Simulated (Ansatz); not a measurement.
The system is CaNi2.

```
Ni Ca
1.0
     0.00000    3.56266    3.56266
     3.56266    0.00000    3.56266
     3.56266    3.56266    0.00000
Ni Ca
4 2
Direct
  0.12500 0.12500 0.62500
  0.12500 0.62500 0.12500
  0.62500 0.12500 0.12500
  0.12500 0.12500 0.12500
  0.75000 0.75000 0.75000
  0.50000 0.50000 0.50000
```

The cell is a database's computed one.

```yaml
Program: Ansatz 0.2.0
Task: relaxation of cell and atoms
Functional: rPW86-PBE
Dispersion: rVV10
Potentials_or_basis: Ansatz PAW
Cutoff: "420 eV (not typed: the program's choice for these potentials)"
k_mesh: 7 × 7 × 7
Occupations: fermi-dirac, width 0.05 eV
Spin: collinear spin, ferromagnetic start
Starting_moments: "[1.0, 1.0, 1.0, 1.0, 0.0, 0.0] μB"
```

At the start: volume 15.07 Å³/atom.

Problem. How do energy, volume and symmetry change on relaxing?

Solution. It ends after 4 steps and the volume is 15.60 Å³/atom (+3.5 %); space group Fd-3m (No. 227, to 0.05 Å); moment 0.00 μB per cell.

Step by step:
```csv
step,energy change (eV),largest force (eV/Å),volume (Å³)
1,0.0000,0.0000,90.44
2,-0.0323,0.0000,93.19
3,-0.0327,0.0000,93.59
4,-0.0340,0.0000,93.59
```

Final structure:
```
Ni Ca
1.0
     0.00000    3.60363    3.60363
     3.60363    0.00000    3.60363
     3.60363    3.60363    0.00000
Ni Ca
4 2
Cartesian
  2.7027 2.7027 0.9009
  2.7027 0.9009 2.7027
  0.9009 2.7027 2.7027
  0.9009 0.9009 0.9009
  5.4054 5.4054 5.4054
  3.6036 3.6036 3.6036
```

Caveat: the plane-wave basis is chosen anew once the cell has moved, so the energies of steps on either side of that aren't comparable; the PAW data sets come from PBE, with cores solved anew for the run's functional, which leaves a small shift of forces and pressure; the starting moments weren't kept.
